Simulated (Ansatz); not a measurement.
# H4N2S2W: one species, many methods

One table from this session's results is given with a row withheld; the runs are named, their logs left out.

The runs use Ansatz 0.2.0, Gaussian basis; functionals in def2-TZVPP, the program's frozen cores in correlated methods.

Levels to be run: LDA (SPW92), PBE-D4, revPBE-D4, BLYP-D4, r2SCAN-D4, B97M-V, PBE0-D4, B3LYP-D4, r2SCANh-D4, r2SCAN0-D4, HSE06-D4, BHLYP-D4, CAM-B3LYP-D4, LC-ωPBE, ωB97X-V, ωB97M-V, B2PLYP, PBE-QIDH; CCSD(T)/def2-SVP; CCSD(T)/def2-TZVPP; MP2/def2-QZVPP; extrapolation to the limit; RPA on PBE.

1 further run of the same task is left out (for a known fault of the program).

**The relaxed structure**

The geometry comes from an earlier relaxation with PBE0-D4 in a triple-zeta def2 set; it is a stationary point, not always the lowest conformer. W takes the def2 core potential; no spin-orbit term is included.

SMILES `[NH2][W]([NH2])(=[S])=[S]`, 9 atoms, charge 0, spin multiplicity 1.

Atoms are counted from 1 here; the program's logs count them from 0.

Bond lengths: N1–W2 1.932 Å, N1–H6 1.008 Å, N1–H7 1.008 Å, W2–N3 1.932 Å, W2–S4 2.129 Å, W2–S5 2.129 Å, N3–H8 1.008 Å, N3–H9 1.008 Å. Angles: W2–N1–H6 123.9°, W2–N1–H7 123.9°, H6–N1–H7 112.1°, N1–W2–N3 111.1°, N1–W2–S4 107.9°, N1–W2–S5 107.9°, N3–W2–S4 107.9°, N3–W2–S5 107.9°, S4–W2–S5 114.4°, W2–N3–H8 123.9°, W2–N3–H9 123.9°, H8–N3–H9 112.1°.

The first run:

in.yaml

```yaml
crystal:
  periodic: [false, false, false]
  atoms:
    - {symbol: N, position_ang: [-1.087458, 1.254349, -0.133632]}
    - {symbol: W, position_ang: [0.221327, -0.102449, -0.555277]}
    - {symbol: N, position_ang: [0.732435, -1.090012, 1.024308]}
    - {symbol: S, position_ang: [-0.672980, -1.470816, -1.919964]}
    - {symbol: S, position_ang: [1.958118, 0.875943, -1.304204]}
    - {symbol: H, position_ang: [-2.083987, 1.106130, -0.173104]}
    - {symbol: H, position_ang: [-0.853880, 2.203271, 0.114529]}
    - {symbol: H, position_ang: [0.278246, -1.936814, 1.329653]}
    - {symbol: H, position_ang: [1.508178, -0.839583, 1.617691]}
basis:
  gaussian: {orbitals: def2-TZVPP}
hamiltonian: {xc: lda}
output: {orbitals: {seedname: orbitals}}
```

Run with:

```console
$ ansatz run in.yaml --threads 4 --pin off --events-out ev --progress --plain --max-ram 10444MiB
```

Steps of the session up to this table: LDA; PBE-D4 (GGA); revPBE-D4 (GGA); BLYP-D4 (GGA); r2SCAN-D4 (meta-GGA); B97M-V (meta-GGA); PBE0-D4 (hybrid); B3LYP-D4 (hybrid); r2SCANh-D4 (hybrid); r2SCAN0-D4 (hybrid); HSE06-D4 (hybrid); BHLYP-D4 (hybrid); CAM-B3LYP-D4 (range-separated); LC-ωPBE (range-separated); ωB97X-V (range-separated); ωB97M-V (range-separated); B2PLYP (double hybrid); PBE-QIDH (double hybrid).

One of the session's tables, all rows but one given; the rest of the session is left out.

It belongs to the step «Orbital energies across the functionals». 

| functional | HOMO (eV) | LUMO (eV) | gap (eV) |
| --- | --- | --- | --- |
| LDA (SPW92) | -6.08 | -3.27 | 2.81 |
| PBE-D4 | -5.94 | -3.11 | 2.83 |
| revPBE-D4 | -5.88 | -3.05 | 2.83 |
| BLYP-D4 | ? | ? | ? |
| r2SCAN-D4 | -6.22 | -3.08 | 3.13 |
| B97M-V | -6.26 | -3.00 | 3.27 |
| PBE0-D4 | -7.06 | -2.44 | 4.62 |
| B3LYP-D4 | -6.81 | -2.58 | 4.22 |
| r2SCANh-D4 | -6.62 | -2.82 | 3.80 |
| r2SCAN0-D4 | -7.24 | -2.42 | 4.82 |
| HSE06-D4 | -6.67 | -2.81 | 3.86 |
| BHLYP-D4 | -8.00 | -1.57 | 6.43 |
| CAM-B3LYP-D4 | -8.24 | -1.39 | 6.85 |
| LC-ωPBE | -9.56 | -0.42 | 9.13 |
| ωB97X-V | -9.22 | -0.45 | 8.77 |
| ωB97M-V | -9.06 | -0.46 | 8.60 |

Estimate the missing values for BLYP-D4.

Worked estimate for «HOMO (eV)». Against the share of exact exchange, B3LYP-D4 (0.2, -6.81), BHLYP-D4 (0.5, -8.00) give a slope of -3.97 per unit share; at 0 the line stands at -6.02.

The run gave: HOMO (eV): -5.75; LUMO (eV): -2.95; gap (eV): 2.80. In «HOMO (eV)» the line misses by -0.27.
